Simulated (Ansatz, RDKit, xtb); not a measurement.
# Isomers of C3H6BrNSi, a sample narrowed down

Which of a sample of isomers of C3H6BrNSi is the most stable in the gas at 298.15 K, and what are its properties? The sample is small against all isomers, and the most stable one of this formula need not be in it.

The funnel: GFN2-xTB relaxations, single points with a density functional, relaxations at PBE-D3(BJ)/def2-SVP, harmonic vibrations (at GFN2-xTB), and a last energy at a higher level. All values are calculated.

### 1 Drawing up candidates

Isomers were taken from a list of plausible structures; this is a sample, not all of them. That gives 4 candidates.

| label | SMILES | spin |
| --- | --- | --- |
| c050 | C[Si@@H](C#N)CBr | singlet |
| c202 | C[Si@@H](Br)CC#N | singlet |
| c265 | N#CC[SiH2]CBr | singlet |
| c567 | C[Si](C)(Br)C#N | singlet |

Candidates are built by distance geometry, with a force field where one applies, in up to four conformers (letters a to d).

**Question.** With final energies at CCSD(T)/def2-SVP + MP2/def2-TZVPP - MP2/def2-SVP, which structure will this search put lowest in free energy, and by what margin?

| quantity | value |
| --- | --- |
| lowest structure found | C[Si](C)(Br)C#N, singlet |
| next finalist | C[Si@@H](Br)CC#N, singlet, 12.9 kcal/mol higher in G |
| share at equilibrium, among the finalists | 100.0 % |

The lowest structure found is `C[Si](C)(Br)C#N`. The margin of 12.9 kcal/mol over the next finalist is beyond the usual error of the last level; it says nothing of structures that weren't ranked. HF/STO-3G, r2SCAN-D4/def2-SVP, PBE-D3(BJ)/def2-SVP, HF/def2-SVP and MP2/def2-SVP already put its bonding pattern lowest among the structures in one piece; GFN2-xTB favours the singlet C[Si@@H](Br)CC#N. 2 minima inside the window were never screened. The search is not exhaustive (a finite list of starts, one conformer a finalist), so a lower isomer can't be ruled out. Only 4 drawn patterns were tried, so whole families of isomers are missing, and the result ranks this sample alone.
